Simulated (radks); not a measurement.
**Pd in [Kr] 4d10: an all-electron calculation**

One table from this session's results is given with a row withheld; the runs are named, their logs left out.

The numbers are computed with radks (a radial shooting solver on a logarithmic mesh, Libxc functionals) version 1 (scalar-relativistic Kohn-Sham, PBE, spin-polarised, spherical densities, point nucleus), except any that are marked as measured or tabulated.

### What is computed

* element: palladium (Z = 46)
* charge: 0
* electrons: 46
* configuration: [Kr] 4d10

The outer shells:

Pd
```
[Kr] core
4d [↑↓][↑↓][↑↓][↑↓][↑↓]
```

Set-up of the first run:

Settings of this run:

```text
Z 46
configuration [Kr] 4d10 5s0 5p0 4f0 5d0
relativity scalar-relativistic
functional pbe,pbe
spin polarised
nucleus point
c 137.035999084
```

One of the session's tables, all rows but one given; the rest of the session is left out.

It belongs to the step «Radial structure». Radial moments (bohr):

| level | <r> | outermost maximum (interpolated) | 90 % within | nodes |
| --- | --- | --- | --- | --- |
| 1s | 0.03185 | 0.0207 | 0.0571 | 0 |
| 2s | 0.1383 | 0.117 | 0.214 | 1 |
| 2p | 0.1206 | 0.0934 | 0.196 | 0 |
| 3s | 0.3793 | 0.342 | 0.559 | 2 |
| 3p | ? | ? | ? | ? |
| 3d | 0.3576 | 0.282 | 0.567 | 0 |
| 4s | 0.9469 | 0.851 | 1.38 | 3 |
| 4p | 1.044 | 0.910 | 1.55 | 2 |
| 4d | 1.590 | 1.10 | 2.66 | 1 |
| 5s | 3.455 | 2.68 | 5.36 | 4 |

Estimate the missing values for 3p.

As computed: <r>: 0.3787; outermost maximum (interpolated): 0.335; 90 % within: 0.570; nodes: 1. In the column «<r>» it lies between 3d (0.3576) and 3s (0.3793).
